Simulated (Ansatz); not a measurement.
# AuI3: the cost of one run

Program: Ansatz 0.2.0. Level of theory: DFT PBE, scalar-relativistic, plane waves, PAW. These are calculated values, not measurements.

## 1. The starting structure

Symmetry: I4/mmm, No. 139, tetragonal system. The conventional cell has a = 5.257 Å, b = 5.257 Å, c = 9.173 Å, α = 90.00°, β = 90.00°, γ = 90.00°. Au (site symmetry 4/mmm) is surrounded by 12 I at 3.49 to 3.72 Å. I (site symmetry -4m2) has 4 Au at 3.49 Å and 4 I at 3.49 Å in its first shell of neighbours. I (site symmetry 4/mmm) is surrounded by 8 I at 3.49 Å and 4 Au at 3.72 Å.

As a file:

```cif
data_structure
_symmetry_space_group_name_H-M 'I4/mmm'
_symmetry_Int_Tables_number 139
_cell_length_a 5.2572
_cell_length_b 5.2572
_cell_length_c 9.1725
_cell_angle_alpha 90.000
_cell_angle_beta 90.000
_cell_angle_gamma 90.000
_cell_volume 253.51
loop_
_atom_site_label
_atom_site_type_symbol
_atom_site_symmetry_multiplicity
_atom_site_Wyckoff_symbol
_atom_site_fract_x
_atom_site_fract_y
_atom_site_fract_z
_atom_site_occupancy
Au1 Au 2 a 0.00000 0.00000 0.00000 1
I1 I 4 d 0.50000 0.00000 0.25000 1
I2 I 2 b 0.50000 0.50000 0.00000 1
```

A structure generator made this guess: species swapped into a database cell of LaF3 (I4/mmm, No. 139), with Au on the La sites and I on the F sites. The dimensions are guesses.

## 2. A first look at the guess

File input.yaml:

```yaml
crystal:
  lattice:
    - [-2.62858559, 2.62858559, 4.58625077]
    - [2.62858559, -2.62858559, 4.58625077]
    - [2.62858559, 2.62858559, -4.58625077]
  atoms:
    - { symbol: Au, position: [0.0, 0.0, 0.0] }
    - { symbol: I, position: [0.25, 0.75, 0.5] }
    - { symbol: I, position: [0.75, 0.25, 0.5] }
    - { symbol: I, position: [0.5, 0.5, 0.0] }
basis:
  ecutwfc: 420
kpoints:
  mp_grid: { grid: [6, 6, 6] }
hamiltonian:
  xc: pbe
scf:
  occupations: { method: gaussian, width: 0.1 }
  lower_state_search: "off"
output:
  forces: true
  stress: true
  eigenvalues: true
```

Command:

```
$ ansatz run input.yaml --threads 1 --pin off --max-ram 2560MiB --backend cpu --events-out ev --progress --plain --runs-dir out
```

**Question.** How long does this run take on 1 thread of Intel Xeon at 2.50GHz (Skylake/Cascade Lake), shared host, and how much memory does it need?

About 16 s, with a peak of 0.47 GiB.
